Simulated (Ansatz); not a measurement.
# BCl2F: ionisation energy by level of theory

The task here is to estimate one member of a computed series from the others.

Computed with Ansatz 0.2.0, Gaussian basis. Level: unrestricted cation, the program's frozen cores in correlated methods.

The runs, in order: UKS PBE-D4/def2-TZVPP; UKS r2SCAN-D4/def2-TZVPP; UKS PBE0-D4/def2-TZVPP; UKS B3LYP-D4/def2-TZVPP; UKS wB97X-V/def2-TZVPP; UKS wB97M-V/def2-TZVPP; UKS B2PLYP/def2-TZVPP; UHF-CCSD(T)/def2-TZVPP; UHF-MP2/def2-QZVPP; extrapolation to the limit; then −ε(HOMO) from the neutral's earlier runs with LDA (SPW92), PBE-D4, revPBE-D4, BLYP-D4, r2SCAN-D4, B97M-V, PBE0-D4, B3LYP-D4, r2SCANh-D4, r2SCAN0-D4, HSE06-D4, BHLYP-D4, CAM-B3LYP-D4, LC-ωPBE, ωB97X-V, ωB97M-V.

### Structure used throughout

An earlier PBE0-D4 in a triple-zeta def2 set relaxation fixed the geometry.

4 atoms, charge 0, spin multiplicity 1.

Atoms are counted from 1 here; the program's logs count them from 0.

Bond lengths: F1–B2 1.310 Å, B2–Cl3 1.739 Å, B2–Cl4 1.739 Å. Angles: F1–B2–Cl3 119.3°, F1–B2–Cl4 119.3°, Cl3–B2–Cl4 121.5°.

The first run:

in.yaml reads:

```yaml
crystal:
  periodic: [false, false, false]
  atoms:
    - {symbol: F, position_ang: [0.130316, -1.186797, -0.776161]}
    - {symbol: B, position_ang: [0.021926, -0.096072, -0.058370]}
    - {symbol: Cl, position_ang: [-1.536350, 0.360591, 0.563363]}
    - {symbol: Cl, position_ang: [1.439608, 0.861979, 0.250868]}
basis:
  gaussian: {orbitals: def2-TZVPP}
total_charge: 1
magnetization: {spin_polarized: true, initial_magnetization: 1}
hamiltonian: {xc: pbe, dispersion: d4}
```

The run is started by

```console
$ ansatz run in.yaml --threads 4 --pin off --events-out ev --progress --plain --max-ram 10444MiB
```

Steps of the session up to this table: Cation, UKS PBE-D4/def2-TZVPP; Cation, UKS r2SCAN-D4/def2-TZVPP; Cation, UKS PBE0-D4/def2-TZVPP; Cation, UKS B3LYP-D4/def2-TZVPP; Cation, UKS wB97X-V/def2-TZVPP; Cation, UKS wB97M-V/def2-TZVPP; Cation, UKS B2PLYP (frozen core)/def2-TZVPP; Cation, UHF-CCSD(T)/def2-TZVPP; Cation, UHF-MP2/def2-QZVPP.

One of the session's tables, all rows but one given; the rest of the session is left out.

It belongs to the step «Ionisation energies side by side». For comparison, −ε(HOMO) of the neutral from earlier runs:

| functional | −ε(HOMO) (eV) |
| --- | --- |
| LDA (SPW92) | 8.10 |
| PBE-D4 | 7.95 |
| revPBE-D4 | 7.90 |
| BLYP-D4 | 7.78 |
| r2SCAN-D4 | 8.33 |
| B97M-V | 8.42 |
| PBE0-D4 | 9.43 |
| B3LYP-D4 | 9.13 |
| r2SCANh-D4 | 8.87 |
| r2SCAN0-D4 | 9.67 |
| HSE06-D4 | 9.02 |
| BHLYP-D4 | 10.74 |
| CAM-B3LYP-D4 | ? |
| LC-ωPBE | 12.28 |
| ωB97X-V | 11.87 |
| ωB97M-V | 11.69 |

**Question.** Estimate the row for CAM-B3LYP-D4.

As computed: −ε(HOMO) (eV): 10.82. In the column «−ε(HOMO) (eV)» it lies between BHLYP-D4 (10.74) and ωB97M-V (11.69).

To keep in mind: The cation may have settled in a state other than its lowest; no search over hole states beyond the program's own was made.
